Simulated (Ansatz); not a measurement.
# BHLYP/cc-pVDZ run of C2H7NSi (SMILES C=C[SiH2]N)

What is the electronic atomisation energy of C2H7NSi at BHLYP/cc-pVDZ? 

The calculation is run with Ansatz 0.2.0.

62 further runs of the same task are left out: 62 set aside as unsound or not needed.

### 1 Starting point

The species is C2H7NSi (11 atoms), meant as a singlet with charge 0. SMILES: `C=C[SiH2]N`. The coordinates come from a PBE0-D4/def2-TZVP relaxation. This is one conformer, not always the lowest.

Bond lengths: C1–C2 1.330 Å, C2–Si3 1.865 Å, Si3–N4 1.715 Å, C1–H5 1.087 Å, C1–H6 1.087 Å, C2–H7 1.091 Å, Si3–H8 1.488 Å, Si3–H9 1.488 Å, N4–H10 1.006 Å, N4–H11 1.006 Å. Some angles: C1–C2–Si3 123.1°, C2–Si3–N4 114.9°, C1–C2–H7 118.1°, Si3–C2–H7 118.8°, C2–C1–H5 122.6°, C2–C1–H6 121.2°, C2–Si3–H8 108.4°, C2–Si3–H9 108.4°, N4–Si3–H8 107.9°, N4–Si3–H9 108.0°.

### 2 A single-point energy at BHLYP/cc-pVDZ

input.yaml

```yaml
crystal:
  periodic: [false, false, false]
  atoms:
    - symbol: C
      position_ang: [-0.676100, 1.337000, -0.945000]
    - symbol: C
      position_ang: [0.089300, 1.208600, 0.135100]
    - symbol: Si
      position_ang: [0.596500, -0.444500, 0.832600]
    - symbol: "N"
      position_ang: [0.002900, -1.803700, -0.028600]
    - symbol: H
      position_ang: [-0.967100, 2.304600, -1.344700]
    - symbol: H
      position_ang: [-1.046800, 0.465600, -1.479100]
    - symbol: H
      position_ang: [0.433000, 2.116700, 0.631600]
    - symbol: H
      position_ang: [0.099500, -0.536600, 2.232600]
    - symbol: H
      position_ang: [2.083200, -0.516700, 0.836000]
    - symbol: H
      position_ang: [0.404900, -2.086000, -0.906300]
    - symbol: H
      position_ang: [-0.953800, -2.102100, 0.056300]
basis:
  gaussian: {orbitals: cc-pVDZ}
hamiltonian: {xc: {name: BHLYP}}
accuracy: high
output: {orbitals: {seedname: orbitals}}
```

On the command line:

```console
$ ansatz run input.yaml --threads 1 --pin off --max-ram 3480MiB --events-out events.jsonl --progress --plain --runs-dir runs
```

Standard output:

```text
Warning: RAYON_NUM_THREADS=1 ignored (pool sized by the plan → 1); use --threads N
Functional definition: BHLYP
  name "BHLYP"
  parameter a = 0.5
  exchange = (1 - a)*b88_x + a*exact_x
  correlation = lyp_c
2292 factors; integrals over basis functions are off by at most 3.8e-9 eV
mean field evaluation 1: about -11547.3837 eV, gradient 5.1e1 eV
mean field evaluation 2: about -11548.0960 eV, gradient 4.7e1 eV
mean field evaluation 4: about -11552.9194 eV, gradient 1.8e0 eV
mean field evaluation 8: about -11553.3744 eV, gradient 1.9e-1 eV
mean field evaluation 16: about -11553.3748 eV, gradient 3.6e-5 eV
mean field -11553.37482351 eV, -424.5786936053 hartree, gradient 4.6e-8 eV, S^2 0.000000; 0 other end points of the search recorded, 0 dependent functions left out
reference -11553.37485339 eV, -424.5786947033 hartree; 20, 20 occupied and 75, 75 virtual orbitals, 2292 factors
Total energy: -11553.37485339 eV, -424.5786947033 hartree
```

Wall time 9.3 s (1 thread of Arm Neoverse V2, shared host); peak memory 0.34 GiB.

### 3 The C atom, same level

job.yaml

```yaml
basis:
  gaussian: {orbitals: cc-pVDZ}
crystal:
  periodic: [false, false, false]
  atoms:
    - {symbol: C, position_ang: [0.000000, 0.000000, 0.000000]}
magnetization: {spin_polarized: true, initial_magnetization: 2}
hamiltonian: {xc: {name: BHLYP}}
accuracy: high
```

Run the same way, it converges to -37.84127 Eh (log not shown).

### 4 The H atom at the same level

input.yaml

```yaml
crystal:
  periodic: [false, false, false]
  atoms:
    - {symbol: H, position_ang: [0.000000, 0.000000, 0.000000]}
basis:
  gaussian:
    orbitals: cc-pVDZ
hamiltonian:
  xc: {name: BHLYP}
magnetization:
  spin_polarized: true
  initial_magnetization: 1
accuracy: high
```

Run the same way, it converges to -0.49784 Eh (log not shown).

### 5 The N atom

run.yaml

```yaml
crystal:
  periodic: [false, false, false]
  atoms:
    - symbol: N
      position_ang: [0.000000, 0.000000, 0.000000]
basis:
  gaussian:
    orbitals: cc-pVDZ
magnetization:
  spin_polarized: true
  initial_magnetization: 3
hamiltonian:
  xc: {name: BHLYP}
accuracy: high
```

Run the same way, it converges to -54.57788 Eh (log not shown).

### 6 The Si atom

in.yaml

```yaml
crystal:
  periodic: [false, false, false]
  atoms:
    - {symbol: Si, position_ang: [0.000000, 0.000000, 0.000000]}
basis:
  gaussian:
    orbitals: cc-pVDZ
magnetization:
  spin_polarized: true
  initial_magnetization: 2
hamiltonian:
  xc: {name: BHLYP}
accuracy: high
```

Run the same way, it converges to -289.37534 Eh (log not shown).

### 7 Summary of results

At BHLYP/cc-pVDZ:

```
                     quantity          value
       molecule: total energy  -424.57869 Eh
        molecule: HOMO energy       -8.43 eV
        molecule: LUMO energy        1.28 eV
      molecule: HOMO–LUMO gap        9.71 eV
         C atom: total energy   -37.84127 Eh
                 C atom: ⟨S²⟩          2.003
         H atom: total energy    -0.49784 Eh
                 H atom: ⟨S²⟩          0.750
         N atom: total energy   -54.57788 Eh
                 N atom: ⟨S²⟩          3.752
        Si atom: total energy  -289.37534 Eh
                Si atom: ⟨S²⟩          2.005
electronic atomisation energy      39.675 eV
```

**Reading.** Taking the molecule apart into free atoms costs 39.68 eV (915 kcal/mol), before zero-point energy and without spin-orbit coupling.
